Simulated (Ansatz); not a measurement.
# C2H6GeOS: one species, many methods

An exercise on one series of results from a longer session: the logs are not shown, and one member is left open.

Program: Ansatz 0.2.0, Gaussian basis. Level of theory: functionals in def2-TZVPP, the program's frozen cores in correlated methods. These are calculated values, not measurements.

Plan: PBE-D4, r2SCAN-D4, PBE0-D4, B3LYP-D4, ωB97X-V, ωB97M-V, B2PLYP; CCSD(T)/def2-TZVPP; MP2/def2-QZVPP; extrapolation to the limit.

### The geometry

An earlier PBE0-D4 in a triple-zeta def2 set relaxation fixed the geometry.

11 atoms, charge 0, spin multiplicity 1.

Atoms are counted from 1 here; the program's logs count them from 0.

Bond lengths: O1–C2 1.347 Å, O1–H6 0.968 Å, C2–S3 1.757 Å, C2–C4 1.338 Å, S3–H7 1.342 Å, C4–Ge5 1.922 Å, C4–H8 1.084 Å, Ge5–H9 1.538 Å, Ge5–H10 1.550 Å, Ge5–H11 1.537 Å. Angles: C2–O1–H6 108.6°, O1–C2–S3 111.9°, O1–C2–C4 126.5°, S3–C2–C4 121.5°, C2–S3–H7 95.3°, C2–C4–Ge5 124.6°, C2–C4–H8 117.1°, Ge5–C4–H8 118.4°, C4–Ge5–H9 112.0°, C4–Ge5–H10 108.7°, C4–Ge5–H11 111.5°, H9–Ge5–H10 107.8°, H9–Ge5–H11 108.9°, H10–Ge5–H11 107.8°.

Coordinates:

```xyz
11
charge 0, multiplicity 1
O     0.1670    1.7079   -0.2100
C     0.2054    0.5635   -0.9202
S     0.4719    0.8613   -2.6313
C     0.0315   -0.6751   -0.4438
Ge   -0.3875   -1.0906    1.3850
H     0.0390    1.4881    0.7236
H     0.9135    2.1186   -2.4705
H     0.1300   -1.4926   -1.1481
H    -1.7732   -1.7423    1.5256
H    -0.3980    0.2255    2.2029
H     0.6657   -2.0214    2.0073
```

Set-up of the first run:

File in.yaml:

```yaml
crystal:
  periodic: [false, false, false]
  atoms:
    - {symbol: O, position_ang: [0.166998, 1.707947, -0.209973]}
    - {symbol: C, position_ang: [0.205361, 0.563518, -0.920168]}
    - {symbol: S, position_ang: [0.471887, 0.861314, -2.631268]}
    - {symbol: C, position_ang: [0.031503, -0.675078, -0.443827]}
    - {symbol: Ge, position_ang: [-0.387490, -1.090646, 1.384980]}
    - {symbol: H, position_ang: [0.038962, 1.488105, 0.723622]}
    - {symbol: H, position_ang: [0.913505, 2.118564, -2.470529]}
    - {symbol: H, position_ang: [0.130016, -1.492624, -1.148096]}
    - {symbol: H, position_ang: [-1.773156, -1.742260, 1.525630]}
    - {symbol: H, position_ang: [-0.397966, 0.225547, 2.202950]}
    - {symbol: H, position_ang: [0.665683, -2.021386, 2.007279]}
basis:
  gaussian: {orbitals: def2-TZVPP}
hamiltonian: {xc: pbe, dispersion: d4}
output: {forces: true, orbitals: {seedname: orbitals}}
```

The run is started by

```sh
$ ansatz run in.yaml --threads 4 --pin off --events-out ev --progress --plain --max-ram 10444MiB
```

Among the steps run: PBE-D4 (GGA); r2SCAN-D4 (meta-GGA); PBE0-D4 (hybrid); B3LYP-D4 (hybrid); ωB97X-V (range-separated); ωB97M-V (range-separated); B2PLYP (double hybrid); CCSD(T) in def2-TZVPP; MP2 in def2-QZVPP.

One of the session's tables, all rows but one given; the rest of the session is left out.

| method | atomisation energy (kcal/mol) |
| --- | --- |
| PBE-D4 | 931.1 |
| r2SCAN-D4 | 914.5 |
| PBE0-D4 | 911.1 |
| B3LYP-D4 | 905.4 |
| ωB97X-V | 912.8 |
| ωB97M-V | 910.2 |
| B2PLYP | 896.1 |
| HF/def2-TZVPP | 631.6 |
| MP2/def2-TZVPP | 901.3 |
| CCSD/def2-TZVPP | 870.0 |
| CCSD(T)/def2-TZVPP | ? |
| MP2/CBS | 924.6 |
| CCSD(T)/CBS | 910.6 |

Estimate the missing values for CCSD(T)/def2-TZVPP.

The run gave: atomisation energy (kcal/mol): 887.3. In the column «atomisation energy (kcal/mol)» it lies between CCSD/def2-TZVPP (870.0) and B2PLYP (896.1).
